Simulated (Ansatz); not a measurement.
Which YAML input does this script hand to the engine? (Ansatz's Python interface)

`energy_c2h3n3si.py`
```python
import warnings

import ansatz as az
import numpy as np

warnings.simplefilter('ignore', az.DeckWarning)

system = (
    az.Crystal.molecule()
    .atom('N', (2.9882, -0.0262, -0.1577))
    .atom('C', (1.8584, -0.0051, 0.0911))
    .atom('Si', (0.0852, 0.028, 0.481))
    .atom('N', (-0.7107, -1.4058, -0.2355))
    .atom('C', (-0.6542, 1.5413, -0.1992))
    .atom('N', (-1.1252, 2.5052, -0.6327))
    .atom('H', (-0.0944, 0.0093, 1.9401))
    .atom('H', (-1.7286, -1.3286, -0.0148))
    .atom('H', (-0.6188, -1.3182, -1.2723))
)

setup = (
    system.calculation()
    .basis(gaussian='6-31G*')
    .functional('pbe0')
    .charge(1)
    .spin('collinear', total=1)
    .forces()
)
res = setup.run(threads=1, pin='off')
r = res.report

print(f'E = {r["free_energy_ev"]:.6f} eV = {r["free_energy_ev"] / 27.211386246:.7f} Ha')
print('converged:', r['converged'], ' doubts:', r['published_state_doubts'] or 'none')

symbols = [site.symbol for site in system.cartesian_sites]
print('forces (eV/A)')
for symbol, f in zip(symbols, r['forces_ev_ang']):
    print(f'  {symbol:2s} {f[0]:9.4f} {f[1]:9.4f} {f[2]:9.4f}')

charges = r['charge_distribution']
print('dipole moment', round(4.803205 * float(np.linalg.norm(charges['dipole_moment_e_ang'])), 3), 'D')
print('Mulliken:', [(s, round(q, 3)) for s, q in zip(symbols, charges['mulliken_charges_e'])])
```

```console
$ python energy_c2h3n3si.py
E = -14447.376690 eV = -530.9313006 Ha
converged: True  doubts: none
forces (eV/A)
  N     0.6305   -0.0077   -0.1070
  C    -0.8165   -0.1575   -0.2139
  Si    2.3745    0.7869    2.4355
  N    -1.8044    2.4900   -1.7753
  C     0.0146   -1.5426   -0.1288
  N    -0.5503    1.2485   -0.4719
  H    -0.2700   -0.1666   -0.0879
  H     0.3336   -1.2888    0.0557
  H     0.0880   -1.3622    0.2936
dipole moment 7.719 D
Mulliken: [('N', -0.192), ('C', 0.104), ('Si', 0.636), ('N', -0.538), ('C', 0.147), ('N', -0.153), ('H', 0.056), ('H', 0.468), ('H', 0.472)]
```

`input.yaml`:
```yaml
crystal:
  periodic: [false, false, false]
  atoms:
    - { symbol: "N", position_ang: [2.9882, -0.0262, -0.1577] }
    - { symbol: C, position_ang: [1.8584, -0.0051, 0.0911] }
    - { symbol: Si, position_ang: [0.0852, 0.028, 0.481] }
    - { symbol: "N", position_ang: [-0.7107, -1.4058, -0.2355] }
    - { symbol: C, position_ang: [-0.6542, 1.5413, -0.1992] }
    - { symbol: "N", position_ang: [-1.1252, 2.5052, -0.6327] }
    - { symbol: H, position_ang: [-0.0944, 0.0093, 1.9401] }
    - { symbol: H, position_ang: [-1.7286, -1.3286, -0.0148] }
    - { symbol: H, position_ang: [-0.6188, -1.3182, -1.2723] }
basis:
  gaussian: { orbitals: "6-31G*" }
hamiltonian:
  xc: pbe0
magnetization:
  spin_polarized: true
  initial_magnetization: 1.0
total_charge: 1.0
output:
  forces: true
```

On the command line:
```console
$ ansatz run input.yaml --threads 1 --pin off --max-ram 4096MiB --backend cpu --events-out ev --progress --plain --runs-dir out
Engine: ansatz 0.2.0, aarch64-unknown-linux-gnu
Functional definition: PBE0
  parameter a = 0.25
  parameter kappa = 0.804
  parameter beta = 0.06672455060314922
  exchange = (1 - a)*pbe_x(kappa = kappa, mu = beta*pi^2/3) + a*exact_x
  correlation = pbe_c(beta = beta)
961 factors; integrals over basis functions are off by at most 8.7e-4 eV
mean field evaluation 1: about -14431.0717 eV, gradient 5.6e1 eV
mean field evaluation 2: about -14393.8389 eV, gradient 1.0e2 eV
mean field evaluation 4: about -14444.9879 eV, gradient 1.9e1 eV
mean field evaluation 8: about -14447.0166 eV, gradient 2.0e0 eV
mean field evaluation 16: about -14447.3752 eV, gradient 9.3e-2 eV
mean field evaluation 32: about -14447.3767 eV, gradient 4.5e-5 eV
mean field -14447.37666957 eV, -530.9312998230 hartree, gradient 4.6e-5 eV, S^2 0.760904; 9 other end points of the search recorded, 0 dependent functions left out
the calculation of the forces begins
reference -14447.37669037 eV, -530.9313005876 hartree; 25, 24 occupied and 75, 76 virtual orbitals, 961 factors
Total energy: -14447.37669037 eV, -530.9313005876 hartree
Atom 0 at     2.988200    -0.026200    -0.157700 Å, force     0.630518    -0.007669    -0.106980 eV/Å
Atom 1 at     1.858400    -0.005100     0.091100 Å, force    -0.816516    -0.157455    -0.213856 eV/Å
Atom 2 at     0.085200     0.028000     0.481000 Å, force     2.374532     0.786857     2.435479 eV/Å
Atom 3 at    -0.710700    -1.405800    -0.235500 Å, force    -1.804381     2.490019    -1.775255 eV/Å
Atom 4 at    -0.654200     1.541300    -0.199200 Å, force     0.014573    -1.542635    -0.128754 eV/Å
Atom 5 at    -1.125200     2.505200    -0.632700 Å, force    -0.550324     1.248509    -0.471948 eV/Å
Atom 6 at    -0.094400     0.009300     1.940100 Å, force    -0.270044    -0.166628    -0.087932 eV/Å
Atom 7 at    -1.728600    -1.328600    -0.014800 Å, force     0.333623    -1.288826     0.055692 eV/Å
Atom 8 at    -0.618800    -1.318200    -1.272300 Å, force     0.088018    -1.362172     0.293552 eV/Å
Dipole moment:    -1.218666    -1.047125    -0.028856 e Å
```

Notes:
- Total energies depend on the basis set; only differences at equal settings carry meaning.
- The geometry is a force-field or estimated start, not a minimum of this method, and the basis set is short of its limit.
- The species is open-shell (spin multiplicity 2).
- An ion's dipole depends on the origin; the program takes it about the centre of nuclear charge.
- Run time: 16 s on 1 thread of Arm Neoverse V1, on a shared host, peak memory 0.37 GiB.
